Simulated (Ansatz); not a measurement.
# CoSn3: one candidate structure

Where does CoSn3 go from the start given, structure listed in a database for this formula (Cmce, No. 64)?

Computed with Ansatz 0.2.0 (DFT r2SCAN, scalar-relativistic, plane waves, PAW, unless a step's input says otherwise).

## 1. Starting point

Symmetry: Cmce, No. 64, orthorhombic system. Conventional cell: a = 16.972 Å, b = 6.239 Å, c = 6.246 Å, α = 90.00°, β = 90.00°, γ = 90.00°. Around Co (site symmetry 2) lie 8 Sn at 2.68 to 2.70 Å and 1 Co at 2.71 Å. Sn (site symmetry m) has 4 Co at 2.70 Å and 3 Sn at 2.87 to 3.09 Å as nearest neighbours. Around Sn (site symmetry 1) lie 2 Co at 2.68 to 2.70 Å and 7 Sn at 2.98 to 3.35 Å.

Coordinates:

```
CELL_PARAMETERS angstrom
8.48625 -3.11951 0.00000
8.48625 3.11951 0.00000
0.00000 0.00000 6.24619
ATOMIC_POSITIONS crystal
Co 0.42017 0.42017 0.00000
Co 0.92017 0.92017 0.50000
Co 0.57983 0.57983 0.00000
Co 0.07983 0.07983 0.50000
Sn 0.83693 0.16307 0.16258
Sn 0.33693 0.66307 0.33742
Sn 0.66307 0.33693 0.66258
Sn 0.16307 0.83693 0.83742
Sn 0.02329 0.64685 0.19091
Sn 0.52329 0.14685 0.30909
Sn 0.14685 0.52329 0.69091
Sn 0.64685 0.02329 0.80909
Sn 0.35315 0.97671 0.19091
Sn 0.85315 0.47671 0.30909
Sn 0.47671 0.85315 0.69091
Sn 0.97671 0.35315 0.80909
```

(A quick probe on a coarse mesh, which set the mesh and smearing, is not shown.)

## 3. The relaxation

input.yaml

```yaml
crystal:
  lattice:
    - [8.48624822, -3.11950966, 0.0]
    - [8.48624822, 3.11950966, 0.0]
    - [0.0, 0.0, 6.24619064]
  atoms:
    - { symbol: Co, position: [0.42016542, 0.42016542, 0.0] }
    - { symbol: Co, position: [0.92016542, 0.92016542, 0.5] }
    - { symbol: Co, position: [0.57983458, 0.57983458, 0.0] }
    - { symbol: Co, position: [0.07983458, 0.07983458, 0.5] }
    - { symbol: Sn, position: [0.83693444, 0.16306556, 0.16257766] }
    - { symbol: Sn, position: [0.33693444, 0.66306556, 0.33742234] }
    - { symbol: Sn, position: [0.66306556, 0.33693444, 0.66257766] }
    - { symbol: Sn, position: [0.16306556, 0.83693444, 0.83742234] }
    - { symbol: Sn, position: [0.02329107, 0.64685299, 0.1909067] }
    - { symbol: Sn, position: [0.52329107, 0.14685299, 0.3090933] }
    - { symbol: Sn, position: [0.14685299, 0.52329107, 0.6909067] }
    - { symbol: Sn, position: [0.64685299, 0.02329107, 0.8090933] }
    - { symbol: Sn, position: [0.35314701, 0.97670893, 0.1909067] }
    - { symbol: Sn, position: [0.85314701, 0.47670893, 0.3090933] }
    - { symbol: Sn, position: [0.47670893, 0.85314701, 0.6909067] }
    - { symbol: Sn, position: [0.97670893, 0.35314701, 0.8090933] }
basis:
  ecutwfc: 500
kpoints:
  mp_grid: { grid: [6, 6, 6] }
hamiltonian:
  xc: r2scan
scf:
  occupations: { method: gaussian, width: 0.1 }
output:
  forces: true
  stress: true
  eigenvalues: true
relax:
  adjacent_minimum: "off"
  f_tol: 0.01
  max_steps: 80
  cell: { stress_tol: 0.05 }
```

Run with:

```console
ansatz run input.yaml --threads 4 --pin off --max-ram 10240MiB --backend cpu --events-out ev --progress --plain --runs-dir out
```

**Question.** What will these runs give?

As calculated:

Formation energies count from the elements, computed with the same settings in runs not shown here.

| quantity | value |
| --- | --- |
| cell (conventional) | a = 16.949 Å, b = 6.233 Å, c = 6.241 Å, α = 90.00°, β = 90.00°, γ = 90.00° |
| space group | Cmce (No. 64) |
| volume | 20.60 Å³/atom |
| gap on the mesh | none (metal) |
| formation energy from the elements | +0.090 eV/atom |

In words: The space group stayed Cmce, and from the first guess the volume went from 20.67 to 20.60 Å³/atom. The formation energy of +0.09 eV/atom is positive, so the elements lie lower than this structure; another structure of the compound can lie lower. A spin-polarised run here lost its starting moments, which speaks against magnetism, though one start doesn't rule it out.
